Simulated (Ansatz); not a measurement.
**Cl2GeH4NSi radical: up Jacob's ladder to CCSD(T)**

An exercise on one series of results from a longer session: the logs are not shown, and one member is left open.

Computed with Ansatz 0.2.0, Gaussian basis. Level: functionals in def2-TZVPP, the program's frozen cores in correlated methods.

The runs, in order: PBE-D4, r2SCAN-D4, PBE0-D4, B3LYP-D4, ωB97X-V, ωB97M-V, B2PLYP; CCSD(T)/def2-TZVPP; MP2/def2-QZVPP; extrapolation to the limit.

### The geometry

An earlier PBE0-D4 in a triple-zeta def2 set relaxation fixed the geometry.

9 atoms, charge 0, spin multiplicity 2.

Atoms are counted from 1 here; the program's logs count them from 0.

Bond lengths: Cl1–Si2 2.062 Å, Si2–N3 1.721 Å, Si2–H6 1.496 Å, N3–Ge4 1.832 Å, N3–H7 1.012 Å, Ge4–Cl5 2.160 Å, Ge4–H8 1.531 Å, Ge4–H9 1.525 Å. Angles: Cl1–Si2–N3 107.1°, Cl1–Si2–H6 108.4°, N3–Si2–H6 108.6°, Si2–N3–Ge4 128.8°, Si2–N3–H7 114.5°, Ge4–N3–H7 113.0°, N3–Ge4–Cl5 109.9°, N3–Ge4–H8 107.3°, N3–Ge4–H9 110.2°, Cl5–Ge4–H8 106.9°, Cl5–Ge4–H9 106.8°, H8–Ge4–H9 115.6°.

Coordinates:

```
atom    x (Å)    y (Å)    z (Å)
 Cl1  -2.3916  -1.0897   0.4173
 Si2  -1.6710   0.6519  -0.4187
  N3   0.0310   0.4639  -0.5937
 Ge4   1.2049  -0.4243   0.4971
 Cl5   1.3299   0.5734   2.4092
  H6  -2.2753   0.8094  -1.7782
  H7   0.4767   1.1791  -1.1548
  H8   2.5903  -0.3248  -0.1471
  H9   0.7051  -1.8390   0.7689
```

The first run:

File in.yaml:

```yaml
crystal:
  periodic: [false, false, false]
  atoms:
    - {symbol: Cl, position_ang: [-2.391571, -1.089698, 0.417314]}
    - {symbol: Si, position_ang: [-1.670977, 0.651884, -0.418671]}
    - {symbol: N, position_ang: [0.031015, 0.463886, -0.593726]}
    - {symbol: Ge, position_ang: [1.204860, -0.424267, 0.497099]}
    - {symbol: Cl, position_ang: [1.329908, 0.573431, 2.409171]}
    - {symbol: H, position_ang: [-2.275335, 0.809351, -1.778189]}
    - {symbol: H, position_ang: [0.476702, 1.179145, -1.154816]}
    - {symbol: H, position_ang: [2.590290, -0.324768, -0.147118]}
    - {symbol: H, position_ang: [0.705109, -1.838955, 0.768945]}
basis:
  gaussian: {orbitals: def2-TZVPP}
magnetization: {spin_polarized: true, initial_magnetization: 1}
hamiltonian: {xc: pbe, dispersion: d4}
output: {forces: true, orbitals: {seedname: orbitals}}
```

The run is started by

```bash
$ ansatz run in.yaml --threads 2 --pin off --events-out ev --progress --plain --max-ram 22528MiB --backend cpu
```

Among the steps run: PBE-D4 (GGA); r2SCAN-D4 (meta-GGA); PBE0-D4 (hybrid); B3LYP-D4 (hybrid); ωB97X-V (range-separated); ωB97M-V (range-separated); B2PLYP (double hybrid); CCSD(T) in def2-TZVPP; MP2 in def2-QZVPP.

One of the session's tables, all rows but one given; the rest of the session is left out.

It belongs to the step «Atomisation energies». 

```
            method  atomisation energy (kJ/mol)
            PBE-D4                       2705.5
         r2SCAN-D4                       2692.8
           PBE0-D4                       2667.2
          B3LYP-D4                       2659.7
           ωB97X-V                            ?
           ωB97M-V                       2676.6
            B2PLYP                       2625.9
     HF/def2-TZVPP                       1885.0
    MP2/def2-TZVPP                       2643.9
   CCSD/def2-TZVPP                       2546.9
CCSD(T)/def2-TZVPP                       2595.6
           MP2/CBS                       2729.0
       CCSD(T)/CBS                       2680.7
```

**Question.** Estimate the row for ωB97X-V.

**Answer.** atomisation energy (kJ/mol): 2703.4. In the column «atomisation energy (kJ/mol)» it lies between r2SCAN-D4 (2692.8) and PBE-D4 (2705.5).
